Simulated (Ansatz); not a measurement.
# C₄H₁₂ClN₂Sc: up Jacob's ladder to CCSD(T)

One table from this session's results is given with a row withheld; the runs are named, their logs left out.

Computed with Ansatz 0.2.0, Gaussian basis. Level: functionals in def2-TZVPP, the program's frozen cores in correlated methods.

Plan: LDA (SPW92), PBE-D4, revPBE-D4, BLYP-D4, r2SCAN-D4, B97M-V, PBE0-D4, B3LYP-D4, r2SCANh-D4, r2SCAN0-D4, HSE06-D4, BHLYP-D4, CAM-B3LYP-D4, LC-ωPBE, ωB97X-V, ωB97M-V, B2PLYP, PBE-QIDH; CCSD(T)/def2-SVP; CCSD(T)/def2-TZVPP; MP2/def2-QZVPP; extrapolation to the limit; RPA on PBE.

## Structure used throughout

An earlier PBE0-D4 in a triple-zeta def2 set relaxation fixed the geometry.

SMILES `C[N](C)[Sc]([Cl])[N](C)C`, 20 atoms, charge 0, spin multiplicity 1.

Atoms are counted from 1 here; the program's logs count them from 0.

Bond lengths: C1–N2 1.446 Å, C1–H9 1.100 Å, C1–H10 1.096 Å, C1–H11 1.100 Å, N2–C3 1.439 Å, N2–Sc4 1.972 Å, C3–H12 1.093 Å, C3–H13 1.101 Å, C3–H14 1.101 Å, Sc4–Cl5 2.350 Å, Sc4–N6 1.972 Å, N6–C7 1.446 Å, N6–C8 1.439 Å, C7–H15 1.100 Å, C7–H16 1.096 Å, C7–H17 1.100 Å, C8–H18 1.101 Å, C8–H19 1.101 Å and more. Angles: N2–C1–H9 111.8°, N2–C1–H10 111.1°, N2–C1–H11 111.8°, H9–C1–H10 107.4°, H9–C1–H11 107.2°, H10–C1–H11 107.4°, C1–N2–C3 111.6°, C1–N2–Sc4 117.5°, C3–N2–Sc4 130.9°, N2–C3–H12 111.3°, N2–C3–H13 111.8°, N2–C3–H14 111.8°, H12–C3–H13 107.4°, H12–C3–H14 107.4°, H13–C3–H14 107.0°, N2–Sc4–Cl5 119.8°, N2–Sc4–N6 120.3°, Cl5–Sc4–N6 119.8° and more.

The first run:

in.yaml

```yaml
crystal:
  periodic: [false, false, false]
  atoms:
    - {symbol: C, position_ang: [1.812767, -0.400628, -2.425535]}
    - {symbol: N, position_ang: [1.193102, -0.499786, -1.122307]}
    - {symbol: C, position_ang: [1.849129, -1.479566, -0.297621]}
    - {symbol: Sc, position_ang: [-0.350510, 0.671150, -0.757504]}
    - {symbol: Cl, position_ang: [-1.116991, 2.146920, -2.418153]}
    - {symbol: N, position_ang: [-1.253057, 0.612064, 0.994277]}
    - {symbol: C, position_ang: [-2.377655, 1.498965, 1.196647]}
    - {symbol: C, position_ang: [-0.989992, -0.184225, 2.163542]}
    - {symbol: H, position_ang: [2.870649, -0.106545, -2.353326]}
    - {symbol: H, position_ang: [1.306988, 0.347049, -3.046623]}
    - {symbol: H, position_ang: [1.777250, -1.357048, -2.968482]}
    - {symbol: H, position_ang: [1.376178, -1.550678, 0.685512]}
    - {symbol: H, position_ang: [2.909634, -1.233496, -0.135359]}
    - {symbol: H, position_ang: [1.817943, -2.482190, -0.750736]}
    - {symbol: H, position_ang: [-3.299907, 0.943593, 1.424272]}
    - {symbol: H, position_ang: [-2.570761, 2.101084, 0.301823]}
    - {symbol: H, position_ang: [-2.203283, 2.195779, 2.030226]}
    - {symbol: H, position_ang: [-0.758725, 0.440261, 3.039946]}
    - {symbol: H, position_ang: [-1.853643, -0.810515, 2.434535]}
    - {symbol: H, position_ang: [-0.139106, -0.852178, 2.004875]}
basis:
  gaussian: {orbitals: def2-TZVPP}
hamiltonian: {xc: lda}
output: {orbitals: {seedname: orbitals}}
```

Started as:

```console
$ ansatz run in.yaml --threads 4 --pin off --events-out ev --progress --plain --max-ram 46080MiB --backend cuda --devices 0, --max-vram 37GiB
```

Steps of the session up to this table: LDA; PBE-D4 (GGA); revPBE-D4 (GGA); BLYP-D4 (GGA); r2SCAN-D4 (meta-GGA); B97M-V (meta-GGA); PBE0-D4 (hybrid); B3LYP-D4 (hybrid); r2SCANh-D4 (hybrid); r2SCAN0-D4 (hybrid); HSE06-D4 (hybrid); BHLYP-D4 (hybrid); CAM-B3LYP-D4 (range-separated); LC-ωPBE (range-separated); ωB97X-V (range-separated); ωB97M-V (range-separated); B2PLYP (double hybrid); PBE-QIDH (double hybrid).

One table of the session follows, with a row left open; its other results are not shown here.

It belongs to the step «Frontier levels by functional». 

| functional | HOMO (eV) | LUMO (eV) | gap (eV) |
| --- | --- | --- | --- |
| LDA (SPW92) | -5.16 | -2.62 | 2.54 |
| PBE-D4 | -5.03 | -2.40 | 2.63 |
| revPBE-D4 | -4.97 | -2.25 | 2.72 |
| BLYP-D4 | -4.93 | -2.40 | 2.53 |
| r2SCAN-D4 | ? | ? | ? |
| B97M-V | -5.37 | -2.37 | 3.00 |
| PBE0-D4 | -6.24 | -1.54 | 4.70 |
| B3LYP-D4 | -6.05 | -1.89 | 4.17 |
| r2SCANh-D4 | -5.69 | -1.82 | 3.87 |
| r2SCAN0-D4 | -6.39 | -1.38 | 5.01 |
| HSE06-D4 | -5.84 | -1.91 | 3.93 |
| BHLYP-D4 | -7.40 | -0.87 | 6.53 |
| CAM-B3LYP-D4 | -7.60 | -0.73 | 6.87 |
| LC-ωPBE | -8.89 | 0.51 | 9.41 |
| ωB97X-V | -8.59 | 0.27 | 8.87 |
| ωB97M-V | -8.52 | -0.07 | 8.45 |

Q: Estimate the row for r2SCAN-D4 from the others.

Worked estimate for «HOMO (eV)». Against the share of exact exchange, r2SCANh-D4 (0.1, -5.69), r2SCAN0-D4 (0.25, -6.39) give a slope of -4.67 per unit share; at 0 the line stands at -5.22.

The run gave: HOMO (eV): -5.23; LUMO (eV): -2.13; gap (eV): 3.11. In «HOMO (eV)» the line misses by +0.01.
